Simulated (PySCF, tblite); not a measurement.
# C₃H₇B₃N₆O: excited states

Wanted: excited states for C₃H₇B₃N₆O (`ON1BNB(c2ncncn2)NB1`).

Programs: tblite 0.8.0 and PySCF 2.14.0, with routines of our own; each step states its level. All values are computed. Atoms count from 0.

### 1 The system as given

20 atoms, charge 0, multiplicity 1; geometry from: force field or distance geometry start.

### 2 Geometry optimisation with GFN2-xTB

The job: settings as JSON, then the geometry in Å.

```
{"job": {"kind": "relax", "xc": "GFN2-xTB", "basis": "xTB"}, "charge": 0, "multiplicity": 1}
O      3.520200     0.839100     0.323800
N      2.707800    -0.221900     0.143900
B      1.570700    -0.197800     1.179800
N      0.650400    -1.423900     1.070000
B     -0.078300    -1.262200    -0.261100
C     -1.325400    -0.295700    -0.177000
N     -2.504800    -0.733500     0.304000
C     -3.574600     0.093300     0.396400
N     -3.469200     1.378500    -0.011200
C     -2.309600     1.828200    -0.486900
N     -1.243800     0.990900    -0.570800
N      0.876600    -1.189600    -1.472100
B      2.054200    -0.274900    -1.205000
H      4.194200     0.879500    -0.396300
H      0.946400     0.845200     1.202100
H      1.238100    -2.305600     1.025400
H     -4.507400    -0.313700     0.790000
H     -2.178000     2.848100    -0.824800
H      1.266600    -2.166200    -1.558400
H      2.160800     0.692700    -1.884500
```

Started as:

```console
$ OMP_NUM_THREADS=1 python excited_run.py task.json out
```

The driver reads the jobs from task.json and runs them one after another.

Log:

```text
step      E/eV     max force
  0    -958.77321    4.341
  1    -959.64285    2.334
  2    -960.00639    1.304
  3    -960.21402    0.990
  4    -960.29568    0.868
  5    -960.35514    0.824
  6    -960.41467    0.823
  7    -960.53210    1.022
  8    -960.64701    1.232
  9    -960.75643    0.986
 10    -960.84444    0.691
 11    -960.91706    0.689
 12    -961.00230    0.916
 13    -961.11171    1.013
 14    -961.21664    1.459
 15    -961.29235    1.112
 16    -961.38030    1.281
 17    -961.48159    0.808
 18    -961.56795    0.564
 19    -961.63017    1.074
 20    -961.68718    0.664
 21    -961.76169    0.501
 22    -961.81223    0.559
 23    -961.84868    0.538
 24    -961.87383    0.527
 25    -961.89319    0.341
 26    -961.91274    0.325
 27    -961.93116    0.429
 28    -961.94668    0.416
 29    -961.96663    0.286
 30    -961.98066    0.246
 31    -961.99275    0.231
 32    -962.00444    0.299
 33    -962.01843    0.384
 34    -962.03564    0.339
 35    -962.05953    0.465
 36    -962.09343    0.849
 37    -962.13957    0.881
 38    -962.21068    1.430
 39    -962.36029    1.330
 40    -962.50089    1.091
 41    -962.48034    3.550
 42    -962.51098    2.942
 43    -962.56514    1.876
 44    -962.73348    0.930
 45    -962.79952    1.047
 46    -962.91178    1.450
 47    -963.09320    1.116
 48    -963.25693    0.696
 49    -963.30958    1.252
 50    -963.36523    0.876
 51    -963.43368    0.402
 52    -963.46781    0.436
 53    -963.48979    0.395
 54    -963.50754    0.319
 55    -963.51997    0.285
 56    -963.53296    0.240
 57    -963.54718    0.253
 58    -963.56253    0.326
 59    -963.57529    0.304
 60    -963.58503    0.237
 61    -963.59385    0.265
 62    -963.60310    0.247
 63    -963.61224    0.237
 64    -963.62277    0.240
 65    -963.63536    0.320
 66    -963.64887    0.352
 67    -963.66601    0.293
 68    -963.68291    0.223
 69    -963.69731    0.342
 70    -963.70863    0.307
 71    -963.72344    0.512
 72    -963.73890    0.512
 73    -963.75978    0.421
 74    -963.77978    0.453
 75    -963.80336    0.515
 76    -963.83218    0.613
 77    -963.86205    0.589
 78    -963.87757    0.960
 79    -963.89525    0.624
 80    -963.91405    0.291
 81    -963.93125    0.244
 82    -963.95725    0.358
 83    -963.97465    0.451
 84    -963.99336    0.345
 85    -964.00630    0.359
 86    -964.01782    0.294
 87    -964.02716    0.247
 88    -964.03422    0.200
 89    -964.04061    0.226
 90    -964.04538    0.129
 91    -964.04990    0.154
 92    -964.05383    0.130
 93    -964.05653    0.178
 94    -964.05863    0.115
 95    -964.05994    0.076
 96    -964.06069    0.062
 97    -964.06134    0.074
 98    -964.06216    0.071
 99    -964.06282    0.052
100    -964.06339    0.047
101    -964.06378    0.050
102    -964.06416    0.043
103    -964.06457    0.044
104    -964.06501    0.054
105    -964.06545    0.054
106    -964.06589    0.052
107    -964.06641    0.056
108    -964.06708    0.062
109    -964.06787    0.068
110    -964.06874    0.083
111    -964.06979    0.094
112    -964.07155    0.121
113    -964.07461    0.152
114    -964.07945    0.217
115    -964.08492    0.286
116    -964.09212    0.321
117    -964.09111    0.549
118    -964.10052    0.284
119    -964.10444    0.364
120    -964.11168    0.238
121    -964.11799    0.374
122    -964.12606    0.192
123    -964.13501    0.197
124    -964.14303    0.798
125    -964.15644    0.199
126    -964.17126    0.210
127    -964.15785    1.466
128    -964.18733    0.403
129    -964.19310    0.201
130    -964.19685    0.368
131    -964.19926    0.309
132    -964.20488    0.117
133    -964.20671    0.294
134    -964.20981    0.135
135    -964.21231    0.100
136    -964.21465    0.130
137    -964.21650    0.117
138    -964.21787    0.116
139    -964.21873    0.076
140    -964.21932    0.078
141    -964.21974    0.065
142    -964.22016    0.061
143    -964.22065    0.054
144    -964.22115    0.046
145    -964.22152    0.041
146    -964.22189    0.044
147    -964.22220    0.035
148    -964.22249    0.036
149    -964.22275    0.033
150    -964.22300    0.044
151    -964.22325    0.043
152    -964.22355    0.039
153    -964.22384    0.040
154    -964.22404    0.026
155    -964.22415    0.026
156    -964.22424    0.030
157    -964.22434    0.033
158    -964.22448    0.041
159    -964.22463    0.040
160    -964.22477    0.037
161    -964.22492    0.030
162    -964.22508    0.027
163    -964.22524    0.027
164    -964.22539    0.034
165    -964.22555    0.035
166    -964.22574    0.037
167    -964.22594    0.031
168    -964.22612    0.027
169    -964.22626    0.031
170    -964.22641    0.027
171    -964.22654    0.027
172    -964.22665    0.027
173    -964.22673    0.021
174    -964.22679    0.016
175    -964.22685    0.016
176    -964.22689    0.018
177    -964.22693    0.019
178    -964.22697    0.017
179    -964.22700    0.012
180    -964.22702    0.017
181    -964.22703    0.010
182    -964.22704    0.008
```

Run time: 1.5 s. Hardware: 1 thread of Arm Neoverse V2, shared host.

Along the way: (not every step is listed)

```tsv
step	energy from step 0 (eV)	largest force (eV/Å)
0	0.0000	4.3412
1	-0.8696	2.3342
2	-1.2332	1.3042
3	-1.4408	0.9900
4	-1.5225	0.8678
5	-1.5819	0.8236
6	-1.6415	0.8225
7	-1.7589	1.0218
8	-1.8738	1.2319
24	-3.1006	0.5269
40	-3.7277	1.0914
56	-4.7598	0.2403
72	-4.9657	0.5125
88	-5.2610	0.2000
104	-5.2918	0.0540
120	-5.3385	0.2385
136	-5.4414	0.1300
152	-5.4503	0.0388
168	-5.4529	0.0274
177	-5.4537	0.0194
178	-5.4538	0.0166
179	-5.4538	0.0124
180	-5.4538	0.0173
181	-5.4538	0.0099
182	-5.4538	0.0079
```

Distances of close pairs at the start and the end, largest changes first:

```tsv
bond	before (Å)	after (Å)	change (Å)
B4–N11	1.544	1.411	-0.133
B2–N3	1.537	1.417	-0.120
N1–B2	1.538	1.419	-0.119
N3–B4	1.526	1.409	-0.117
N11–B12	1.515	1.415	-0.100
N1–B12	1.500	1.411	-0.089
O0–N1	1.348	1.416	+0.068
N3–H15	1.061	1.009	-0.051
```

The final coordinates are the input of the step that follows.

### 3 Vibrational analysis with GFN2-xTB

The job: settings as JSON, then the geometry in Å.

```
{"job": {"kind": "ir", "xc": "GFN2-xTB", "basis": "xTB"}, "charge": 0, "multiplicity": 1}
O      4.293140    -0.571470     0.212063
N      2.893906    -0.383964     0.102962
B      2.105889    -0.788695     1.212083
N      0.707880    -0.594419     1.089033
B      0.113643    -0.032550    -0.058367
C     -1.453617     0.168265    -0.164638
N     -2.233809    -0.222351     0.851682
C     -3.528386    -0.034792     0.698955
N     -4.110381     0.504096    -0.361180
C     -3.266330     0.864707    -1.315146
N     -1.957717     0.723901    -1.275344
N      0.957523     0.347744    -1.123801
B      2.361624     0.183388    -1.074395
H      4.682099    -0.250935    -0.614168
H      2.606075    -1.252237     2.159631
H      0.102068    -0.865631     1.849122
H     -4.176597    -0.346908     1.510398
H     -3.692571     1.314070    -2.205461
H      0.527006     0.749852    -1.943108
H      3.063407     0.498606    -1.963054
```

Log:

```text
mode    cm-1     km/mol
  1      45.8      0.47
  2      51.1      0.60
  3      76.0      0.48
  4     125.5      0.56
  5     243.9      0.48
  6     244.7      0.41
  7     246.5      7.05
  8     258.5    102.55
  9     285.2     45.49
 10     312.9      7.25
 11     359.7      4.97
 12     383.7      7.09
 13     408.7      0.04
 14     511.7     13.31
 15     520.5      3.84
 16     583.2     38.07
 17     661.3     18.80
 18     682.8      3.29
 19     724.2      4.15
 20     732.4      0.27
 21     744.0     24.72
 22     772.8     34.84
 23     804.7     24.57
 24     809.9    260.74
 25     867.9     24.05
 26     894.4      4.41
 27     940.6      0.00
 28     971.4      5.61
 29    1006.0     18.55
 30    1052.3     36.43
 31    1069.2     22.16
 32    1108.7     73.07
 33    1138.5      1.52
 34    1143.9     61.20
 35    1151.9     12.82
 36    1212.2     24.51
 37    1225.7      0.53
 38    1233.9     48.27
 39    1238.4     40.47
 40    1312.8     91.39
 41    1335.2     18.63
 42    1346.7      6.18
 43    1383.9    111.72
 44    1416.1    388.67
 45    1430.6    326.70
 46    1498.7    155.41
 47    1564.6    352.10
 48    2583.2    196.58
 49    2668.5    142.45
 50    3030.9     42.08
 51    3032.3     31.81
 52    3460.0      3.45
 53    3460.9      1.42
 54    3476.5     26.02
```

Run time: 0.8 s. Hardware: 1 thread of Arm Neoverse V2, shared host.

Which atoms move in the most intense modes:

```tsv
cm⁻¹	km/mol	atoms
810	260.7	H15 30 %, H14 25 %, B2 11 %, H18 11 %
1384	111.7	C5 22 %, N6 15 %, N10 14 %
1416	388.7	N11 26 %, B4 22 %, B2 12 %
1431	326.7	B4 26 %, N1 22 %, N3 19 %, B12 16 %
1499	155.4	C5 29 %, N8 24 %, C7 15 %, C9 14 %
1565	352.1	C9 30 %, C7 29 %, N6 14 %, N10 14 %
2583	196.6	H19 92 %
2668	142.4	H14 92 %
```

### 4 Excited states: TDA CAM-B3LYP/def2-SVP

The job, as its differences from that of step 3:

```diff
@@ -1,2 +1,2 @@
-{"job": {"kind": "ir", "xc": "GFN2-xTB", "basis": "xTB"}, "charge": 0, "multiplicity": 1}
+{"job": {"kind": "states", "xc": "CAM-B3LYP", "basis": "def2-SVP", "tda": true, "soc": true, "nstates": 8, "ntriplets": 6, "nquad": 4}, "charge": 0, "multiplicity": 1}
 O      4.293140    -0.571470     0.212063
```

Level: TDA CAM-B3LYP/def2-SVP excited states, vertical, gas phase, spin-orbit mean-field couplings.

Log:

```text
coarse grid: 18320 points
cycle   1  E = -596.0498026266  dE =  2.843e+00  |g| = 8.093e-01  |ddm| = 5.255e+00
cycle   2  E = -596.0544397408  dE = -4.637e-03  |g| = 8.592e-01  |ddm| = 1.261e+00
cycle   3  E = -596.1955464819  dE = -1.411e-01  |g| = 7.789e-02  |ddm| = 6.268e-01
cycle   4  E = -596.1965751804  dE = -1.029e-03  |g| = 4.529e-02  |ddm| = 9.005e-02
cycle   5  E = -596.1969858418  dE = -4.107e-04  |g| = 1.385e-02  |ddm| = 4.031e-02
cycle   6  E = -596.1970249112  dE = -3.907e-05  |g| = 2.565e-03  |ddm| = 1.273e-02
cycle   7  E = -596.1970269098  dE = -1.999e-06  |g| = 1.294e-03  |ddm| = 3.532e-03
final grid: 182016 points
cycle   8  E = -596.2904996221  dE = -5.100e-05  |g| = 5.001e-03  |ddm| = 2.508e-02
cycle   9  E = -596.2904995705  dE =  5.161e-08  |g| = 5.281e-03  |ddm| = 7.876e-03
cycle  10  E = -596.2905051709  dE = -5.600e-06  |g| = 3.898e-04  |ddm| = 3.700e-03
cycle  11  E = -596.2905051979  dE = -2.703e-08  |g| = 2.664e-04  |ddm| = 5.556e-04
cycle  12  E = -596.2905052118  dE = -1.391e-08  |g| = 6.992e-05  |ddm| = 2.343e-04
cycle  13  E = -596.2905052129  dE = -1.062e-09  |g| = 1.394e-05  |ddm| = 6.765e-05
cycle  14  E = -596.2905052130  dE = -6.958e-11  |g| = 8.047e-06  |ddm| = 2.338e-05
converged SCF energy = -596.2905052130

Singlet excitations
state   eV       nm        f     d(h-e)  d(exc)  Lambda  PR(NTO)  |dmu|/D   mu/D   main configurations
  1   4.3336   286.1   0.00002   0.149   2.614   0.468   1.010    1.194    2.452   H-1->L 0.88, H-2->L 0.10
  2   4.5099   274.9   0.01053   0.756   2.743   0.516   1.015    2.352    3.592   H-2->L 0.87, H-1->L 0.09
  3   4.8330   256.5   0.00361   0.404   2.454   0.484   1.011    0.910    0.739   H-1->L+1 0.73, H-2->L+1 0.25
  4   4.8463   255.8   0.00550   0.489   2.455   0.444   1.011    1.267    2.111   H-2->L+1 0.73, H-1->L+1 0.25
  5   5.3285   232.7   0.26391   4.160   5.091   0.367   1.024                     H->L 0.96
  6   5.8567   211.7   0.00008   1.576   3.331   0.392   1.985                     H-3->L 0.55, H->L+2 0.35
  7   6.1082   203.0   0.00026   2.700   4.613   0.336   1.692                     H->L+1 0.52, H-6->L 0.23, H-4->L+1 0.18
  8   6.5197   190.2   0.00864   2.456   4.526   0.390   2.026                     H->L+1 0.35, H-6->L 0.29, H-4->L+1 0.14

Triplet excitations (Tamm-Dancoff)
state   eV     d(h-e)  d(exc)  Lambda  PR(NTO)   main configurations
  1   3.8514   0.599   2.610   0.508   1.332   H-2->L 0.69, H-1->L 0.14, H-1->L+1 0.10
  2   3.9889   0.229   2.554   0.468   1.192   H-1->L 0.74, H-2->L 0.14
  3   4.2806   0.531   2.425   0.495   1.361   H-1->L+1 0.75, H-2->L 0.09, H-2->L+1 0.09
  4   4.4769   1.544   3.647   0.553   1.337   H->L 0.53, H-4->L 0.30
  5   4.5814   0.096   2.447   0.434   1.219   H-2->L+1 0.79, H-1->L+1 0.10
  6   4.9673   1.310   3.354   0.654   1.972   H->L 0.28, H-4->L 0.25, H-6->L+1 0.22
S1 - T1 = 0.4822 eV

Spin-orbit couplings |<S|Hso|T>| (cm-1)
             T1       T2       T3       T4       T5       T6
S0        5.882   21.366   19.719    0.125   10.539    0.122
S1       18.533    1.850    5.552    5.511    0.362    2.483
S2        1.820   18.594    0.477    1.308    6.836    3.056
S3        4.229    3.373   13.759    1.609   12.288    2.521
S4        3.843    3.764   11.647    1.486   14.529    2.470
S5        0.389    2.989    0.204    0.004    0.696    0.021
S6        1.643    0.323    1.385    0.040    0.359    0.015
S7        0.255    2.435    4.166    0.134    0.499    0.026
S8        3.081    2.840    1.004    0.027    1.764    0.134
T1 sublevels (cm-1): 0.000 0.002 0.146   radiative rates (1/s): 39.7 26 0.0916
```

Wall time 81 s (1 thread of Arm Neoverse V2, shared host); peak memory 1.1 GiB.

In short:

```tsv
quantity	value
S1 less T1	0.48 eV
```

The fields below are evaluated on a grid from the run's orbitals.

Frontier orbitals at CAM-B3LYP/def2-SVP, with the share of their density that lies nearest to each atom:

```tsv
orbital	energy (eV)	lies on
HOMO	-8.15	O0 37 %; N1 34 %
LUMO	-0.85	C5 28 %; N8 18 %; B4 12 %
```

ELF in a plane through or near 20 of the atoms.

Values, 10 rows by 14 columns:
```
0.00 0.00 0.00 0.00 0.00 0.00 0.00 0.00 0.00 0.00 0.00 0.00 0.00 0.00
0.00 0.00 0.00 0.00 0.17 0.02 0.00 0.00 0.00 0.00 0.00 0.00 0.00 0.00
0.00 0.00 0.00 0.60 1.00 0.57 0.27 0.60 0.06 0.07 0.39 0.96 0.00 0.00
0.00 0.00 0.01 0.02 0.98 0.34 0.79 0.72 0.82 0.76 0.91 0.99 0.01 0.00
0.00 0.00 0.78 0.74 0.88 0.28 0.78 0.33 0.52 0.68 0.20 0.43 0.21 0.00
0.00 0.00 0.67 0.67 0.64 0.23 0.71 0.39 0.19 0.27 0.73 0.68 0.79 0.00
0.00 0.00 0.84 0.11 0.59 0.26 0.43 0.12 0.79 0.65 0.73 0.15 0.02 0.00
0.00 0.00 0.00 0.72 1.00 0.33 0.85 0.53 0.78 0.23 0.98 0.99 0.00 0.00
0.00 0.00 0.00 0.08 0.86 0.04 0.01 0.01 0.00 0.00 0.43 0.39 0.00 0.00
0.00 0.00 0.00 0.00 0.00 0.00 0.00 0.00 0.00 0.00 0.00 0.00 0.00 0.00
```
The map spans 14.5 Å across and 10.0 Å up, centred on the molecule. Atoms in the plane (x, y in Å): O0 (-4.3, 0.2), N1 (-2.9, 0.1), B2 (-2.2, 1.4), N3 (-0.8, 1.3), B4 (-0.1, 0.1), C5 (1.5, 0.0), N6 (2.2, 1.2), C7 (3.5, 1.0), N8 (4.1, -0.1), C9 (3.4, -1.2), N10 (2.1, -1.2), N11 (-0.9, -1.1), B12 (-2.3, -1.1), H13 (-4.7, -0.7), H14 (-2.8, 2.4), H15 (-0.3, 2.1), H16 (4.1, 2.0), H17 (3.9, -2.1), H18 (-0.4, -2.0), H19 (-2.9, -2.1).

log10 of the density (e/Å³) in the same plane.

Values, 10 rows by 14 columns:
```
-4.0 -4.0 -4.0 -4.0 -4.0 -4.0 -4.0 -4.0 -4.0 -4.0 -4.0 -4.0 -4.0 -4.0
-4.0 -4.0 -4.0 -3.2 -2.4 -2.7 -3.3 -3.5 -4.0 -4.0 -3.5 -3.5 -4.0 -4.0
-4.0 -4.0 -3.6 -2.1 -0.6 -1.2 -1.4 -1.6 -2.2 -2.0 -1.7 -1.6 -3.2 -4.0
-4.0 -4.0 -2.4 -1.6  0.0 -0.2  0.2 -0.6 -0.7 -0.2 -0.1 -0.3 -2.6 -4.0
-4.0 -2.9 -0.4  0.2  0.3 -0.3  0.3 -0.3  0.0  0.4  0.7 -0.3 -1.8 -4.0
-4.0 -2.8 -0.2  0.3  0.5 -0.4  0.0 -0.1  0.4 -0.3  0.2  0.5 -1.4 -3.8
-4.0 -3.2 -1.2 -1.1 -0.1  0.1  1.4 -0.8 -0.1  0.5  1.3 -0.7 -2.3 -4.0
-4.0 -4.0 -2.9 -1.6  0.0 -0.9 -0.5 -1.1 -1.1 -0.9 -0.2 -0.8 -2.9 -4.0
-4.0 -4.0 -3.9 -2.6 -1.8 -2.3 -2.5 -2.7 -3.0 -2.7 -2.0 -2.2 -3.7 -4.0
-4.0 -4.0 -4.0 -4.0 -3.6 -3.9 -4.0 -4.0 -4.0 -4.0 -3.9 -4.0 -4.0 -4.0
```
The map spans 14.5 Å across and 10.0 Å up, centred on the molecule. Atoms in the plane (x, y in Å): O0 (-4.3, 0.2), N1 (-2.9, 0.1), B2 (-2.2, 1.4), N3 (-0.8, 1.3), B4 (-0.1, 0.1), C5 (1.5, 0.0), N6 (2.2, 1.2), C7 (3.5, 1.0), N8 (4.1, -0.1), C9 (3.4, -1.2), N10 (2.1, -1.2), N11 (-0.9, -1.1), B12 (-2.3, -1.1), H13 (-4.7, -0.7), H14 (-2.8, 2.4), H15 (-0.3, 2.1), H16 (4.1, 2.0), H17 (3.9, -2.1), H18 (-0.4, -2.0), H19 (-2.9, -2.1).

On the surface of density 0.002 e/bohr³ the electrostatic potential runs, from the 1st to the 99th percentile, from -1.47 V near O0 to 1.73 V near H13.

### 5 Results

```
                                   quantity                  value
  strongest single infrared mode (GFN2-xTB)  1416 cm⁻¹, 389 km/mol
               zero-point energy (GFN2-xTB)          85.6 kcal/mol
S1 less T1 (step 4, TDA CAM-B3LYP/def2-SVP)                0.48 eV
      surface potential, 1st and 99th percentile     -1.47 V and 1.73 V
```

What this shows: All 54 modes are real, so the xTB geometry is a minimum. The strongest single mode, at 1416 cm⁻¹, is spread over many atoms; the largest shares are those of N11, B4. GFN2-xTB is a fitted tight-binding method: band positions and strengths are rough. Its intensities can rank the bands wrongly. In step 4, the number of triplets below S1 is 3, and the largest singlet-triplet spin-orbit coupling is S0–T2, 21.37 cm⁻¹. At CAM-B3LYP/def2-SVP, counted by nearest atom on the grid, the HOMO lies on O0 37 %; N1 34 %, the LUMO on C5 28 %; N8 18 %.
